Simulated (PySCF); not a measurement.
# C2H8AlAs: the cost of one run

Programs: PySCF 2.14.0, with density-fitted response routines of our own. Each step states its level of theory. These are calculated values for one molecule in the gas phase, unless marked as measured. Atoms count from 0, in the outputs and in this text.

**1. Starting geometry**

12 atoms, charge 0, multiplicity 1; geometry from: GFN2-xTB. The atoms were then displaced at random by about 0.01 Å, so the start is not that level's minimum.

Bonds of the start (Å): C0–C1 1.35, C1–Al2 2.00, Al2–As3 2.60, C0–H4 1.06, C0–H5 1.12, C1–H6 1.10, Al2–H7 1.57, Al2–H8 1.58, As3–H9 1.52, As3–H10 1.52, As3–H11 1.50.

**2. Geometry optimisation at PBE0-D3(BJ)/def2-SVP**

What the job is given:

```
{"job": {"xc": "PBE0", "basis": "def2-SVP", "d3": "d3bj", "grid": 1, "shake": 0.01, "kind": "geom"}, "charge": 0, "multiplicity": 1}
C      1.802290    -0.828880    -0.299240
C      1.497430    -0.226710     0.866000
Al     0.211870     1.280750     0.580970
As    -1.689580    -0.114520    -0.510770
H      2.480950    -1.623180    -0.452860
H      1.300730    -0.433930    -1.217790
H      2.036050    -0.614340     1.742270
H      0.464420     2.218430    -0.653510
H     -0.749610     1.821140     1.716150
H     -2.482210    -1.169210    -1.265690
H     -3.000700     0.585160    -0.171720
H     -1.831940    -0.922980     0.745430
```

On the command line:

```console
$ OMP_NUM_THREADS=1 python probes_run.py task.json out
```

The driver reads the jobs from task.json and runs them one after another.

Q: Estimate the wall time and peak memory of this first job on 1 thread of Arm Neoverse V1, shared host.

About 88 s, with a peak of 0.48 GiB.
